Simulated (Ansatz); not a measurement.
# C2H8ClNSi: the cost of one run

All numbers below are computed with Ansatz 0.2.0 (RHF/def2-SVP).

### 1 Starting point

Bond lengths: Si1–C2 2.175 Å, C2–C3 1.526 Å, Si1–N4 1.656 Å, Si1–H6 1.457 Å, Si1–Cl7 2.038 Å, C2–H8 1.091 Å, C2–H9 1.101 Å, C3–H10 1.091 Å, C3–H11 1.089 Å, C3–H12 1.087 Å, N4–H13 1.010 Å. Angles (14 of 19 angles, heavy atoms first): Si1–C2–C3 110.7°, C2–Si1–N4 83.0°, C2–Si1–Cl7 110.6°, N4–Si1–Cl7 119.8°, Si1–C2–H8 93.1°, Si1–C2–H9 129.5°, C3–C2–H8 109.0°, C3–C2–H9 109.4°, C2–Si1–H6 105.3°, N4–Si1–H6 131.6°, H6–Si1–Cl7 102.0°, C2–C3–H10 111.8°, C2–C3–H11 111.0°, C2–C3–H12 110.8°.

Coordinates:

```xyz
13

Si   -0.9111    1.1698    0.1772
C     0.8406   -0.0972   -0.0587
C     0.5933   -1.4765    0.5444
N    -1.1653    0.7662   -1.4090
H    -0.0518    0.0697   -1.1251
H    -1.5508    0.7149    1.4051
Cl   -0.3594    3.0707    0.6639
H     1.4353    0.4942    0.6398
H     1.5278   -0.1900   -0.9143
H     1.5227   -2.0319    0.6797
H    -0.0620   -2.0687   -0.0930
H     0.1173   -1.3922    1.5179
H    -1.9366    0.9710   -2.0278
```

### 2 A restrained relaxation towards end A

Springs on the bonds that form and break draw the guess towards this end; the thresholds are loose.

File input.yaml:

```yaml
crystal:
  periodic: [false, false, false]
  atoms:
    - { symbol: Si, position_ang: [-0.9111, 1.1698, 0.1772] }
    - { symbol: C, position_ang: [0.8406, -0.0972, -0.0587] }
    - { symbol: C, position_ang: [0.5933, -1.4765, 0.5444] }
    - { symbol: "N", position_ang: [-1.1653, 0.7662, -1.409] }
    - { symbol: H, position_ang: [-0.0518, 0.0697, -1.1251] }
    - { symbol: H, position_ang: [-1.5508, 0.7149, 1.4051] }
    - { symbol: Cl, position_ang: [-0.3594, 3.0707, 0.6639] }
    - { symbol: H, position_ang: [1.4353, 0.4942, 0.6398] }
    - { symbol: H, position_ang: [1.5278, -0.19, -0.9143] }
    - { symbol: H, position_ang: [1.5227, -2.0319, 0.6797] }
    - { symbol: H, position_ang: [-0.062, -2.0687, -0.093] }
    - { symbol: H, position_ang: [0.1173, -1.3922, 1.5179] }
    - { symbol: H, position_ang: [-1.9366, 0.971, -2.0278] }
basis:
  gaussian: { orbitals: def2-SVP }
hamiltonian:
  xc: hf
relax:
  f_tol: 0.15
  max_steps: 25
  restrain:
    - { distance: [4, 1], at: 2.37, k: 30.0 }
    - { distance: [0, 1], at: 1.87, k: 30.0 }
    - { distance: [4, 3], at: 1.02, k: 30.0 }
```

Launch:

```sh
$ ansatz run input.yaml --threads 2 --pin off --max-ram 3072MiB --backend cpu --events-out ev --progress --plain --runs-dir out
```

Q: Estimate wall time and peak memory on 2 threads of Arm Neoverse V2, shared host.

About 13 s, with a peak of 0.26 GiB.
